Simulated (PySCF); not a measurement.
# [MoO4]2-: geometry, NMR shifts

Aim: predict the NMR shifts of [MoO4]2- (`[O]=[Mo-2](=[O])(=[O])=[O]`).

Computed with PySCF 2.14.0, with density-fitted response routines of our own, on a single molecule in the gas phase. Atoms count from 0, in the outputs and in this text.

## 1. The molecule as given

5 atoms, charge -2, multiplicity 1; geometry from: GFN2-xTB.

Bonds of the start (Å): Mo0–O1 1.70, Mo0–O2 1.70, Mo0–O3 1.70, Mo0–O4 1.70.

## 2. Relaxing the molecule at PBE0-D3(BJ)/def2-SVP

The job: settings as JSON, then the geometry in Å.

```
{"job": {"xc": "PBE0", "basis": "def2-SVP", "d3": "d3bj", "grid": 1, "maxiter": 40, "kind": "geom"}, "charge": -2, "multiplicity": 1}
Mo    -0.000770    -0.000020     0.000380
O      0.010420    -0.017700     1.700210
O      1.598490     0.010230    -0.576940
O     -0.807910     1.392550    -0.547160
O     -0.800230    -1.385070    -0.576500
```

**Question.** This job is followed by: GIAO PBE0/pcSseg-1 Mo:def2-TZVP NMR shielding, non-relativistic, gas phase; GIAO B3LYP/pcSseg-1 Mo:def2-TZVP NMR shielding, non-relativistic, gas phase. What will the session give for the following? point group; rotational constants (main isotopes); 17O shifts against H2O (PBE0/def2-TZVP+pcSseg-1, means over atoms taken as alike); range of the shift of O1.

As calculated:

| quantity | value |
| --- | --- |
| point group | Td |
| rotational constants (main isotopes) | 3.80, 3.80, 3.80 GHz |
| 17O shifts against H2O (PBE0/def2-TZVP+pcSseg-1, means over atoms taken as alike) | 617.1 ppm |
| range of the shift of O1 | 617.1 to 626.7 ppm |

**Reading.** Over 4 steps the energy fell by 0.486 eV; of the close pairs, Mo0–O4 changed most, 1.700 to 1.766 Å. The shift of O1 (with its like atoms) runs from 617.1 (PBE0/def2-TZVP+pcSseg-1) to 626.7 ppm (B3LYP/def2-TZVP+pcSseg-1). Spin-orbit coupling is left out, which matters for shieldings and couplings at and beside the heavy atoms. At PBE0/def2-TZVP+pcSseg-1 the HOMO lies above zero (+3.08 eV), as often for anions in the gas phase: self-interaction error lifts it, or the electron is held by the finite basis alone; counter-ions and solvent are missing.
